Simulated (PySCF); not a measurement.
# B2F2H3N: the cost of one run

Computed with PySCF 2.14.0, with density-fitted response routines of our own, on a single molecule in the gas phase. Atoms count from 0, in the outputs and in this text.

## (1) Starting geometry

8 atoms, charge 0, multiplicity 1; geometry from: GFN2-xTB. The atoms were then displaced at random by about 0.01 Å, so the start is not that level's minimum.

Bonds of the start (Å): N0–B1 1.37, B1–B2 1.67, B2–F3 1.37, B2–F4 1.34, N0–H5 1.04, N0–H6 0.99, B1–H7 1.18.

## (2) Optimising the geometry at PBE0-D3(BJ)/def2-SVP

The job: settings as JSON, then the geometry in Å.

```
{"job": {"xc": "PBE0", "basis": "def2-SVP", "d3": "d3bj", "grid": 1, "shake": 0.01, "kind": "geom"}, "charge": 0, "multiplicity": 1}
N     -1.308770    -0.187090     0.207130
B     -0.202830     0.426080    -0.319420
B      1.338820    -0.122600    -0.004630
F      2.147380     0.294690     1.014510
F      2.020560    -0.999860    -0.758310
H     -2.269160     0.166460     0.014670
H     -1.310680    -0.965940     0.812010
H     -0.360180     1.369120    -1.018430
```

Started as:

```bash
OMP_NUM_THREADS=1 python probes_run.py task.json out
```

This one command runs all jobs of the session in turn.

**Question.** How long does this first job take on 1 thread of Arm Neoverse V1, shared host, and how much memory does it need?

About 20 s, with a peak of 0.35 GiB.
